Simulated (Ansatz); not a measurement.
# BGeN (triplet): wave-function methods side by side at a displaced geometry (v1), cc-pVDZ

How much of the correlation energy of BGeN (triplet) does each wave-function method recover here?

Method: cc-pVDZ, core rule «outside noble gas», up to 16 orbitals frozen; program: Ansatz 0.2.0, Gaussian basis.

The runs, in order: UHF; CCSD(T) on ROHF; CCSD(T) on UHF; BCCD(T) on ROHF; CISD as a restricted active space (open shells left free, so some higher excitations enter); CCSDT(Q) on ROHF; CCSDT(Q) on UHF.

29 further runs of the same task are left out: 8 for a known fault of the program, 9 that didn't finish, 12 set aside as unsound or not needed. Runs told in other sessions of the task aren't counted.

**1. The system**

The geometry is a PBE0/def2-TZVP stationary point (not a proven minimum) with its atoms shifted at random (size 0.040 Å). No spin-orbit coupling is included. The filled d shell of Ge may be among the frozen orbitals whatever the setting's name suggests.

3 atoms, charge 0, spin multiplicity 3.

Atoms are counted from 1 here; the program's logs count them from 0.

Bond lengths: B1–N2 1.256 Å, N2–Ge3 1.759 Å. Angles: B1–N2–Ge3 176.9°.

**2. UHF**

Input file in.yaml:

```yaml
crystal:
  periodic: [false, false, false]
  atoms:
    - {symbol: B, position_ang: [-0.015433, -0.009008, -1.422960]}
    - {symbol: N, position_ang: [-0.016266, -0.025151, -0.167213]}
    - {symbol: Ge, position_ang: [0.031698, 0.034159, 1.590173]}
basis:
  gaussian: {orbitals: cc-pVDZ}
magnetization: {spin_polarized: true, initial_magnetization: 2}
hamiltonian: {xc: hf}
output: {orbitals: {seedname: orbitals}}
```

The run is started by

```sh
$ ansatz run in.yaml --threads 1 --pin off --events-out ev --progress --plain --max-ram 2393MiB
```

Further steps of the session: CCSD(T) on ROHF; CCSD(T) on UHF; BCCD(T) on ROHF; CISD as a restricted active space (open shells left free, so some higher excitations enter); CCSDT(Q) on ROHF; CCSDT(Q) on UHF.

**Question.** What will the summary of the whole plan be? Wanted: UCCSDT(Q) from the RHF energy; RMP2 from UCCSDT(Q); UMP2 from UCCSDT(Q); RCCSD from UCCSDT(Q); RCCSD(T) from UCCSDT(Q); UCCSD(T) from UCCSDT(Q); RCCSDT(Q) from UCCSDT(Q); T1 diagnostic.

The runs gave:

```
                         quantity                      value
    UCCSDT(Q) from the ROHF energy                 -8.3845 eV
              RMP2 from UCCSDT(Q)            +21.57 kcal/mol
              UMP2 from UCCSDT(Q)            +23.45 kcal/mol
             RCCSD from UCCSDT(Q)             +9.58 kcal/mol
          RCCSD(T) from UCCSDT(Q)             +1.46 kcal/mol
          UCCSD(T) from UCCSDT(Q)             +1.62 kcal/mol
         RCCSDT(Q) from UCCSDT(Q)             +0.17 kcal/mol
levels within 1 kcal/mol (43 meV)  RCCSDT, UCCSDT, RCCSDT(Q)
                    T1 diagnostic                      0.034
```

RCCSD(T) misses by +1.46 kcal/mol, 0.8 % of the correlation energy. These misses are within one basis, not against nature; the frozen cores of restricted and unrestricted runs differ, which can shift their rows.
